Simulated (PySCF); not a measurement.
# One shape, several levels: Si5H10 (SMILES [SiH2]1[SiH2][SiH2][SiH2][SiH2]1)

We compute a comparison of 6 runs (B3LYP/6-31G*, BLYP/6-31G*, M06-2X/6-31G*, M06-L/6-31G*, r2SCAN/6-31G*, CCSD(T)/6-31G*) of Si5H10. 

The results are computed with PySCF 2.14.0.

### 1 The molecule

Si5H10: 15 atoms, total charge 0, spin state singlet. SMILES: `[SiH2]1[SiH2][SiH2][SiH2][SiH2]1`. Geometry: relaxed at PBE0-D4/def2-TZVP. This is one conformer, not always the lowest.

Bond lengths: Si1–Si2 2.341 Å, Si2–Si3 2.341 Å, Si3–Si4 2.346 Å, Si1–Si5 2.350 Å, Si4–Si5 2.358 Å, Si1–H6 1.491 Å, Si1–H7 1.489 Å, Si2–H8 1.488 Å, Si2–H9 1.491 Å, Si3–H10 1.489 Å, Si3–H11 1.491 Å, Si4–H12 1.490 Å, Si4–H13 1.489 Å, Si5–H14 1.489 Å, Si5–H15 1.490 Å. Some angles: Si1–Si2–Si3 100.9°, Si2–Si1–Si5 103.6°, Si2–Si3–Si4 102.6°, Si3–Si4–Si5 105.3°, Si1–Si5–Si4 105.6°, Si1–Si2–H8 114.0°, Si1–Si2–H9 109.3°, Si3–Si2–H8 114.3°, Si3–Si2–H9 109.1°, Si2–Si1–H6 108.2°.

### 2 The energy at B3LYP/6-31G(d) (spherical functions) (run 1)

File run.py:

```python
from pyscf import gto, dft

mol = gto.Mole()
mol.atom = '''
Si  -1.084060   1.459050   0.707660
Si  -0.059090  -0.250640   1.935200
Si   1.685310  -0.847370   0.493250
Si   0.606660  -0.977730  -1.585910
Si  -1.132210   0.611030  -1.483210
H   -0.194180   2.654660   0.740620
H   -2.428560   1.852980   1.210560
H    0.385250   0.161940   3.294480
H   -1.000910  -1.399120   2.063570
H    2.395090  -2.100510   0.869400
H    2.671440   0.270290   0.461680
H    0.014450  -2.335600  -1.746080
H    1.530020  -0.729740  -2.727130
H   -0.952370   1.690690  -2.492650
H   -2.436840  -0.059940  -1.741430
'''
mol.verbose = 3
mol.max_memory = 1860
mol.basis = '6-31g*'
mol.build()

mf = dft.RKS(mol, xc='b3lyp')
mf.conv_tol = 1e-10
mf.grids.level = 5
mf.kernel()
if not mf.converged:
    mf = mf.newton().run(mf.mo_coeff, mf.mo_occ)

energy = mf.e_tot
print('E = %.10f Eh' % energy)
```

Command:

```
$ OMP_NUM_THREADS=1 python run.py
```

Log:

```text
converged SCF energy = -1453.48429163572
E = -1453.4842916357 Eh
```

It took 77 s on 1 thread of Intel Xeon at 2.50GHz (Skylake/Cascade Lake), shared host; peak memory 0.62 GiB.

### 3 A single-point energy at BLYP/6-31G(d) (spherical functions) (run 2)

File input.py:

```python
from pyscf import gto, dft

mol = gto.M(
    atom='''
Si      -1.084060       1.459050       0.707660
Si      -0.059090      -0.250640       1.935200
Si       1.685310      -0.847370       0.493250
Si       0.606660      -0.977730      -1.585910
Si      -1.132210       0.611030      -1.483210
H       -0.194180       2.654660       0.740620
H       -2.428560       1.852980       1.210560
H        0.385250       0.161940       3.294480
H       -1.000910      -1.399120       2.063570
H        2.395090      -2.100510       0.869400
H        2.671440       0.270290       0.461680
H        0.014450      -2.335600      -1.746080
H        1.530020      -0.729740      -2.727130
H       -0.952370       1.690690      -2.492650
H       -2.436840      -0.059940      -1.741430
''',
    max_memory=1860,
    charge=0,
    verbose=4,
    basis='6-31g*',
)

mf = dft.RKS(mol, xc='blyp')
mf.grids.level = 5
mf.conv_tol = 1e-10
mf.kernel()
if not mf.converged:
    mf = mf.newton().run(mf.mo_coeff, mf.mo_occ)

etot = mf.e_tot
print('E = %.10f Eh' % etot)
```

Command:

```
$ OMP_NUM_THREADS=1 python input.py
```

Log:

```text
PySCF version 2.14.0

[... 83 lines left out ...]
converged SCF energy = -1453.3204815354
E = -1453.3204815354 Eh
```

Run time: 1.7 min. Hardware: 1 thread of Intel Xeon at 2.50GHz (Skylake/Cascade Lake), shared host; peak memory 0.61 GiB.

Run 3 isn't shown in full; the table further down has it.

### 4 The energy at M06-L/6-31G(d) (spherical functions) (run 4)

File calc.py:

```python
# [SiH2]1[SiH2][SiH2][SiH2][SiH2]1
from pyscf import gto, dft

system = gto.M(
    atom='''
Si    -1.084060     1.459050     0.707660
Si    -0.059090    -0.250640     1.935200
Si     1.685310    -0.847370     0.493250
Si     0.606660    -0.977730    -1.585910
Si    -1.132210     0.611030    -1.483210
H     -0.194180     2.654660     0.740620
H     -2.428560     1.852980     1.210560
H      0.385250     0.161940     3.294480
H     -1.000910    -1.399120     2.063570
H      2.395090    -2.100510     0.869400
H      2.671440     0.270290     0.461680
H      0.014450    -2.335600    -1.746080
H      1.530020    -0.729740    -2.727130
H     -0.952370     1.690690    -2.492650
H     -2.436840    -0.059940    -1.741430
''',
    spin=0,
    verbose=3,
    basis='6-31g*',
    max_memory=1860,
)

ks = dft.RKS(system)
ks.xc = 'm06-l'
ks.grids.level = 5
ks.conv_tol = 1e-10
ks.kernel()
if not ks.converged:
    ks = ks.newton().run(ks.mo_coeff, ks.mo_occ)

energy = ks.e_tot
print(f'total energy: {energy:.8f} hartree')
```

Command:

```
$ OMP_NUM_THREADS=1 python calc.py
```

Log:

```text
converged SCF energy = -1453.38559215121
total energy: -1453.38559215 hartree
```

It took 2.1 min on 1 thread of Intel Xeon at 2.50GHz (Skylake/Cascade Lake), shared host; peak memory 0.62 GiB.

Run 5 isn't shown in full; the table further down has it.

### 5 A single-point energy at CCSD(T)/6-31G(d) (spherical functions) (run 6)

File geometry.xyz:

```xyz
15

Si    -1.084060     1.459050     0.707660
Si    -0.059090    -0.250640     1.935200
Si     1.685310    -0.847370     0.493250
Si     0.606660    -0.977730    -1.585910
Si    -1.132210     0.611030    -1.483210
H     -0.194180     2.654660     0.740620
H     -2.428560     1.852980     1.210560
H      0.385250     0.161940     3.294480
H     -1.000910    -1.399120     2.063570
H      2.395090    -2.100510     0.869400
H      2.671440     0.270290     0.461680
H      0.014450    -2.335600    -1.746080
H      1.530020    -0.729740    -2.727130
H     -0.952370     1.690690    -2.492650
H     -2.436840    -0.059940    -1.741430
```

File job.py:

```python
from pyscf import gto, scf, cc

system = gto.Mole()
system.atom = 'geometry.xyz'
system.basis = '6-31g*'
system.charge = 0
system.verbose = 3
system.max_memory = 1860
system.spin = 0
system.build()

calc0 = scf.RHF(system)
calc0.conv_tol = 1e-10
calc0.kernel()
if not calc0.converged:
    calc0 = calc0.newton().run(calc0.mo_coeff, calc0.mo_occ)

mycc = cc.CCSD(calc0, frozen=25)
mycc.kernel()
e_t = mycc.ccsd_t()
e_tot = mycc.e_tot + e_t
print('E = %.10f Eh' % e_tot)
```

Command:

```
$ OMP_NUM_THREADS=1 python job.py
```

Log:

```text
converged SCF energy = -1450.39154213241
E(CCSD) = -1450.875788052801  E_corr = -0.4842459203858811
CCSD(T) correction = -0.0166826176229417
E = -1450.8924706704 Eh
```

Run time: 2.1 min. Hardware: 1 thread of Intel Xeon at 2.50GHz (Skylake/Cascade Lake), shared host; peak memory 0.65 GiB.

### 6 All runs side by side

```
run                                 level  integration grid  frozen core orbitals   energy (Eh)  dipole moment (D) of the reference  HOMO energy (eV)  LUMO energy (eV)  wall time
  1    B3LYP/6-31G* (spherical functions)                 5                     –  -1453.484292                                0.07             -7.35             -0.70       77 s
  2     BLYP/6-31G* (spherical functions)                 5                     –  -1453.320482                                0.06             -6.35             -1.13    1.7 min
  3   M06-2X/6-31G* (spherical functions)                 5                     –  -1453.237136                                0.08             -8.49              0.09      2 min
  4    M06-L/6-31G* (spherical functions)                 5                     –  -1453.385592                                0.08             -6.76             -1.15    2.1 min
  5   r2SCAN/6-31G* (spherical functions)                 5                     –  -1453.251725                                0.07             -6.85             -1.25    2.2 min
  6  CCSD(T)/6-31G* (spherical functions)                 –                    25  -1450.892471                                0.12             -9.91              2.47    2.1 min
```

### 7 Summary of results

| quantity | value |
| --- | --- |
| run 6: total energy | -1450.89247 Eh |
| run 6: dipole moment (Hartree–Fock density) | 0.12 D |
| run 6: HOMO energy (Hartree–Fock orbitals) | -9.91 eV |
| run 6: LUMO energy (Hartree–Fock orbitals) | 2.47 eV |
| run 6: HOMO–LUMO gap (Hartree–Fock orbitals) | 12.38 eV |
| run 6: correlation energy (25 core orbitals frozen) | -500.9 mEh |
| run 6: (T) correction | -16.68 mEh |
| run 6: T1 diagnostic | 0.016 |

What this shows: Over runs 1, 2, 3, 4, 5 the dipole moment (its size) runs from 0.06 D (BLYP/6-31G*) to 0.08 D (M06-L/6-31G*). Over runs 1, 2, 3, 4, 5 the HOMO–LUMO gap runs from 5.22 eV (BLYP/6-31G*) to 8.58 eV (M06-2X/6-31G*). Totals of different functionals can't be ranked against each other. All runs together took 11 min, the longest 2.2 min.
